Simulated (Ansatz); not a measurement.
# C2H6BCl: small, medium and large basis sets

How large a basis does C2H6BCl need? Two functionals are run in growing sets.

Program: Ansatz 0.2.0, Gaussian basis. Level of theory: one geometry, several basis sets. These are calculated values, not measurements.

Levels to be run: PBE0-D4/def2-SVP; ωB97M-V/def2-SVP; PBE0-D4/def2-QZVPP; ωB97M-V/def2-QZVPP; the functionals' def2-TZVPP values are taken from earlier runs.

## 1. Structure used throughout

An earlier PBE0-D4 in a triple-zeta def2 set relaxation fixed the geometry.

SMILES `CB(C)Cl`, 10 atoms, charge 0, spin multiplicity 1.

Atoms are counted from 1 here; the program's logs count them from 0.

Bond lengths: C1–B2 1.558 Å, C1–H5 1.093 Å, C1–H6 1.099 Å, C1–H7 1.091 Å, B2–C3 1.558 Å, B2–Cl4 1.771 Å, C3–H8 1.091 Å, C3–H9 1.099 Å, C3–H10 1.093 Å. Angles: B2–C1–H5 112.6°, B2–C1–H6 107.0°, B2–C1–H7 114.0°, H5–C1–H6 106.2°, H5–C1–H7 109.9°, H6–C1–H7 106.7°, C1–B2–C3 123.9°, C1–B2–Cl4 118.0°, C3–B2–Cl4 118.0°, B2–C3–H8 114.0°, B2–C3–H9 107.0°, B2–C3–H10 112.5°, H8–C3–H9 106.7°, H8–C3–H10 109.9°, H9–C3–H10 106.2°.

## 2. PBE0-D4 in def2-SVP

in.yaml reads:

```yaml
crystal:
  periodic: [false, false, false]
  atoms:
    - {symbol: C, position_ang: [-0.252210, 1.087469, -0.819171]}
    - {symbol: B, position_ang: [-0.370113, -0.324232, -0.171722]}
    - {symbol: C, position_ang: [0.569388, -0.844559, 0.956349]}
    - {symbol: Cl, position_ang: [-1.649734, -1.402011, -0.752568]}
    - {symbol: H, position_ang: [0.764161, 1.486384, -0.772971]}
    - {symbol: H, position_ang: [-0.876325, 1.767671, -0.222265]}
    - {symbol: H, position_ang: [-0.625010, 1.138165, -1.842877]}
    - {symbol: H, position_ang: [0.114052, -1.597228, 1.601116]}
    - {symbol: H, position_ang: [1.425604, -1.327130, 0.463702]}
    - {symbol: H, position_ang: [0.983386, -0.035528, 1.563307]}
basis:
  gaussian: {orbitals: def2-SVP}
hamiltonian: {xc: pbe0, dispersion: d4}
output: {orbitals: {seedname: orbitals}}
```

Launch:

```console
$ ansatz run in.yaml --threads 4 --pin off --events-out ev --progress --plain --max-ram 10444MiB
```

After this run come: ωB97M-V in def2-SVP; PBE0-D4 in def2-QZVPP; ωB97M-V in def2-QZVPP.

Q: Predict the results of all the runs planned. Wanted: PBE0-D4: double and triple zeta above quadruple; ωB97M-V: double and triple zeta above quadruple.

**Answer**, as computed:

| quantity | value |
| --- | --- |
| PBE0-D4: double and triple zeta above quadruple | 7.88, 0.53 eV |
| ωB97M-V: double and triple zeta above quadruple | 8.02, 0.51 eV |

**Reading.** For PBE0-D4 the step from double to triple zeta gains 7.35 eV and the next only 0.53 eV. These are total energies; as a rule much of such shifts cancels in differences, which this series doesn't test.
